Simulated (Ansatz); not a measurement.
# SiH3NClF: ionisation energy by level of theory

How much energy removes an electron from SiH3NClF at fixed geometry? The cation is run at each level and the neutral's energy taken from earlier runs.

Computed with Ansatz 0.2.0, Gaussian basis. Level: unrestricted cation, the program's frozen cores in correlated methods.

Plan: UKS PBE-D4/def2-TZVPP; UKS r2SCAN-D4/def2-TZVPP; UKS PBE0-D4/def2-TZVPP; UKS B3LYP-D4/def2-TZVPP; UKS wB97X-V/def2-TZVPP; UKS wB97M-V/def2-TZVPP; UKS B2PLYP/def2-TZVPP; UHF-CCSD(T)/def2-TZVPP; UHF-MP2/def2-QZVPP; extrapolation to the limit; then −ε(HOMO) from the neutral's earlier runs with LDA (SPW92), PBE-D4, revPBE-D4, BLYP-D4, r2SCAN-D4, B97M-V, PBE0-D4, B3LYP-D4, r2SCANh-D4, r2SCAN0-D4, HSE06-D4, BHLYP-D4, CAM-B3LYP-D4, LC-ωPBE, ωB97X-V, ωB97M-V.

## Step 1: Structure used throughout

An earlier PBE0-D4/def2-TZVP relaxation fixed the geometry.

SMILES `N[SiH](F)Cl`, 7 atoms, charge 0, spin multiplicity 1.

Atoms are counted from 1 here; the program's logs count them from 0.

Bond lengths: N1–Si2 1.685 Å, N1–H5 1.006 Å, N1–H6 1.006 Å, Si2–F3 1.593 Å, Si2–Cl4 2.039 Å, Si2–H7 1.471 Å. Angles: Si2–N1–H5 122.2°, Si2–N1–H6 121.7°, H5–N1–H6 112.7°, N1–Si2–F3 114.5°, N1–Si2–Cl4 107.9°, N1–Si2–H7 110.7°, F3–Si2–Cl4 105.8°, F3–Si2–H7 106.2°, Cl4–Si2–H7 111.6°.

As a file:

```xyz
7
charge 0, multiplicity 1
N    -0.71722   -0.73470   -0.30991
Si    0.50150    0.34295    0.13040
F     0.74513    0.46035    1.70075
Cl   -0.05426    2.20519   -0.48688
H    -1.69104   -0.48287   -0.28566
H    -0.57388   -1.73072   -0.29355
H     1.78977   -0.06019   -0.45513
```

## Step 2: Cation, UKS PBE-D4/def2-TZVPP

File in.yaml:

```yaml
crystal:
  periodic: [false, false, false]
  atoms:
    - {symbol: N, position_ang: [-0.717215, -0.734698, -0.309910]}
    - {symbol: Si, position_ang: [0.501499, 0.342949, 0.130396]}
    - {symbol: F, position_ang: [0.745125, 0.460347, 1.700749]}
    - {symbol: Cl, position_ang: [-0.054262, 2.205187, -0.486881]}
    - {symbol: H, position_ang: [-1.691045, -0.482875, -0.285664]}
    - {symbol: H, position_ang: [-0.573885, -1.730724, -0.293548]}
    - {symbol: H, position_ang: [1.789773, -0.060185, -0.455132]}
basis:
  gaussian: {orbitals: def2-TZVPP}
total_charge: 1
magnetization: {spin_polarized: true, initial_magnetization: 1}
hamiltonian: {xc: pbe, dispersion: d4}
```

Started as:

```sh
$ ansatz run in.yaml --threads 2 --pin off --events-out ev --progress --plain --max-ram 32768MiB --backend cpu
```

Further steps of the session: Cation, UKS r2SCAN-D4/def2-TZVPP; Cation, UKS PBE0-D4/def2-TZVPP; Cation, UKS B3LYP-D4/def2-TZVPP; Cation, UKS wB97X-V/def2-TZVPP; Cation, UKS wB97M-V/def2-TZVPP; Cation, UKS B2PLYP (frozen core)/def2-TZVPP; Cation, UHF-CCSD(T)/def2-TZVPP; Cation, UHF-MP2/def2-QZVPP.

Q: Predict the results of all the runs planned. Wanted: ionisation energy, CCSD(T)/CBS; nearest functional by difference; nearest −ε(HOMO); −ε(HOMO) of PBE; T1 of the cation.

The runs gave:

```
                        quantity               value
  ionisation energy, CCSD(T)/CBS            11.06 eV
nearest functional by difference  ωB97X-V (-0.13 eV)
                nearest −ε(HOMO)  LC-ωPBE (+0.19 eV)
                 −ε(HOMO) of PBE             6.82 eV
                T1 of the cation               0.021
```

In words: Energy differences with functionals land within 0.71 eV of the reference. −ε(HOMO) of PBE misses by 4.2 eV, since self-interaction lifts the level. Among orbital estimates LC-ωPBE comes nearest. Hartree-Fock falls 1.48 eV short, as the neutral has more correlation energy than the cation. The cation may have settled in a state other than its lowest; no search over hole states beyond the program's own was made.
